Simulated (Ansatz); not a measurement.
**BOF (fluoro(oxo)borane) at RPA@PBE/STO-3G**

Aim: the electronic atomisation energy of BOF (fluoro(oxo)borane) at RPA@PBE/STO-3G, from 4 runs. 

The calculation is run with Ansatz 0.2.0.

53 further runs of the same task are left out: 4 that didn't finish, 49 set aside as unsound or not needed.

## Step 1: The structure to begin with

BOF: 3 atoms, total charge 0, spin state singlet. SMILES: `O=BF`. The coordinates come from a PBE0-D4/def2-TZVP relaxation.

Bond lengths: O1–B2 1.206 Å, B2–F3 1.282 Å. Angles: O1–B2–F3 180.0°.

## Step 2: A single-point energy at RPA@PBE/STO-3G

Contents of run.yaml:

```yaml
crystal:
  periodic: [false, false, false]
  atoms:
    - {symbol: O, position_ang: [0.983100, -0.565100, 0.479900]}
    - {symbol: B, position_ang: [0.020300, -0.011600, 0.009900]}
    - {symbol: F, position_ang: [-1.003400, 0.576800, -0.489800]}
basis:
  gaussian:
    orbitals: STO-3G
magnetization:
  spin_polarized: false
  initial_magnetization: 0
hamiltonian:
  xc: pbe
correlation:
  method: rpa
  frozen_orbitals: {B: 1, F: 1, O: 1}
accuracy: high
```

Command:

```sh
ansatz run run.yaml --threads 1 --pin off --max-ram 2610MiB --events-out events.jsonl --progress --plain --runs-dir runs
```

Output:

```text
Warning: RAYON_NUM_THREADS=1 ignored (pool sized by the plan → 1); use --threads N
Functional definition: PBE
  name "PBE"
  parameter kappa = 0.804
  parameter beta = 0.06672455060314922
  exchange = pbe_x(kappa = kappa, mu = beta*pi^2/3)
  correlation = pbe_c(beta = beta)
248 factors; integrals over basis functions are off by at most 3.4e-8 eV
mean field evaluation 1: about -5357.9062 eV, gradient 2.9e1 eV
mean field evaluation 2: about -5357.8601 eV, gradient 2.9e1 eV
mean field evaluation 4: about -5360.1149 eV, gradient 1.0e1 eV
mean field evaluation 8: about -5360.4018 eV, gradient 7.4e-2 eV
mean field evaluation 16: about -5360.4018 eV, gradient 1.5e-8 eV
mean field -5360.40183625 eV, -196.9911340713 hartree, gradient 2.0e-8 eV, S^2 0.000000; 0 other end points of the search recorded, 0 dependent functions left out
3 core orbitals not correlated: weight in the atoms' cores, before any rotation towards them, 1.000 or more for the frozen orbitals, at most 0.000 for the correlated occupied ones
reference -5341.63165571 eV, -196.3013426594 hartree; 8, 8 occupied and 4, 4 virtual orbitals, 248 factors
Total energy: -5348.19647315 eV, -196.5425952503 hartree
```

It took 0.6 s on 1 thread of Intel Xeon Platinum 8488C (Sapphire Rapids), shared host.

## Step 3: The B atom

Contents of in.yaml:

```yaml
basis:
  gaussian: {orbitals: STO-3G}
crystal:
  periodic: [false, false, false]
  atoms:
    - {symbol: B, position_ang: [0.000000, 0.000000, 0.000000]}
magnetization: {spin_polarized: true, initial_magnetization: 1}
hamiltonian: {xc: pbe}
correlation: {method: rpa, frozen_orbitals: {B: 1}}
accuracy: high
```

Command:

```sh
ansatz run in.yaml --threads 1 --pin off --max-ram 2610MiB --events-out events.jsonl --progress --plain --runs-dir runs
```

Output, cut to the lines that bear on the results:

```text
Warning: RAYON_NUM_THREADS=1 ignored (pool sized by the plan → 1); use --threads N
[... 6 set-up lines as earlier in the session ...]
15 factors; integrals over basis functions are off by at most 8.9e-10 eV
mean field evaluation 1: about -659.1828 eV, gradient 1.2e-6 eV
mean field evaluation 2: about -659.1827 eV, gradient 3.8e-6 eV
mean field evaluation 4: about -659.1827 eV, gradient 8.0e-7 eV
mean field evaluation 8: about -659.1825 eV, gradient 0.0e0 eV
mean field evaluation 16: about -659.1379 eV, gradient 5.5e0 eV
mean field -659.18268237 eV, -24.2245167672 hartree, gradient 0.0e0 eV, S^2 0.750000; 4 other end points of the search recorded, 0 dependent functions left out
1 core orbitals not correlated: weight in the atoms' cores, before any rotation towards them, 1.000 or more for the frozen orbitals, at most 0.000 for the correlated occupied ones
reference -657.12745801 eV, -24.1489886649 hartree; 2, 1 occupied and 2, 3 virtual orbitals, 15 factors
Total energy: -659.23481628 eV, -24.2264326529 hartree
```

Run time: 0.24 s. Hardware: 1 thread of Intel Xeon Platinum 8488C (Sapphire Rapids), shared host.

## Step 4: The F atom

Contents of run.yaml:

```yaml
crystal:
  periodic: [false, false, false]
  atoms:
    - {symbol: F, position_ang: [0.000000, 0.000000, 0.000000]}
basis:
  gaussian:
    orbitals: STO-3G
magnetization:
  spin_polarized: true
  initial_magnetization: 1
hamiltonian:
  xc: {name: PBE}
correlation:
  method: rpa
  frozen_orbitals: {F: 1}
accuracy: high
```

Run the same way, it converges to -98.01752 Eh (log not shown).

## Step 5: The O atom

Contents of molecule.yaml:

```yaml
crystal:
  periodic: [false, false, false]
  atoms:
    - symbol: O
      position_ang: [0.000000, 0.000000, 0.000000]
basis:
  gaussian: {orbitals: STO-3G}
magnetization: {spin_polarized: true, initial_magnetization: 2}
hamiltonian: {xc: {name: PBE}}
correlation: {method: rpa, frozen_orbitals: {O: 1}}
accuracy: high
```

Run the same way, it converges to -73.83858 Eh (log not shown).

## Step 6: Outcome

At RPA@PBE/STO-3G, 3 core orbitals frozen:

| quantity | value |
| --- | --- |
| molecule: total energy | -196.54260 Eh |
| molecule: RPA correlation energy (valence) | -241.3 mEh |
| B atom: total energy | -24.22643 Eh |
| B atom: RPA correlation energy (valence) | -77.4 mEh |
| B atom: ⟨S²⟩ of the reference determinant | 0.750 |
| F atom: total energy | -98.01752 Eh |
| F atom: RPA correlation energy (valence) | -31.0 mEh |
| F atom: ⟨S²⟩ of the reference determinant | 0.750 |
| O atom: total energy | -73.83858 Eh |
| O atom: RPA correlation energy (valence) | -34.4 mEh |
| O atom: ⟨S²⟩ of the reference determinant | 2.000 |
| electronic atomisation energy | 12.519 eV |

What this shows: Taking the molecule apart into free atoms costs 12.52 eV (289 kcal/mol), before zero-point energy and without spin-orbit coupling. In a minimal basis such a difference can be off by several eV, whatever the method.
